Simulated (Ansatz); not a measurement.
# BAs: the cost of one run

Computed with Ansatz 0.2.0 (DFT PBE, scalar-relativistic, plane waves, PAW, unless a step's input says otherwise).

## 1. The starting structure

The structure is cubic, space group F-43m (No. 216). Conventional cell: a = 4.778 Å, b = 4.778 Å, c = 4.778 Å, α = 90.00°, β = 90.00°, γ = 90.00°. Around B (site symmetry -43m) lie 4 As at 2.07 Å. Around As (site symmetry -43m) lie 4 B at 2.07 Å.

Coordinates:

```cif
data_structure
_symmetry_space_group_name_H-M 'P 1'
_symmetry_Int_Tables_number 1
_cell_length_a 3.3784
_cell_length_b 3.3784
_cell_length_c 3.3784
_cell_angle_alpha 60.000
_cell_angle_beta 60.000
_cell_angle_gamma 60.000
_cell_volume 27.27
loop_
_atom_site_label
_atom_site_type_symbol
_atom_site_fract_x
_atom_site_fract_y
_atom_site_fract_z
_atom_site_occupancy
B1 B 0.00000 0.00000 0.00000 1
As1 As 0.25000 0.25000 0.25000 1
```

## 2. Single point: BAs, no spin

File input.yaml:

```yaml
crystal:
  lattice:
    - [0.0, 2.3889, 2.3889]
    - [2.3889, 0.0, 2.3889]
    - [2.3889, 2.3889, 0.0]
  atoms:
    - { symbol: B, position: [0.0, 0.0, 0.0] }
    - { symbol: As, position: [0.25, 0.25, 0.25] }
scf:
  occupations: { method: fixed }
output:
  eigenvalues: true
  optics:
    e_range: [0, 25]
    de: 0.05
    sigma: 0.05
    bands: { spectra_wanted_up_to: 25 }
    nscf_kmesh: { grid: [24, 24, 24] }
    scissors: 0.0
  write_density: true
  write_potential: true
  elf: true
  volumetric_format: npy
hamiltonian:
  xc: pbe
kpoints:
  mp_grid: { grid: [8, 8, 8] }
```

Run with:

```sh
$ ansatz run input.yaml --threads 4 --pin off --max-ram 14336MiB --backend cpu --events-out ev --progress --plain --runs-dir out
```

**Question.** How long does this run take on 4 threads of AMD EPYC 7R43 (Zen 3), shared host, and how much memory does it need?

About 37 s, with a peak of 1.1 GiB.
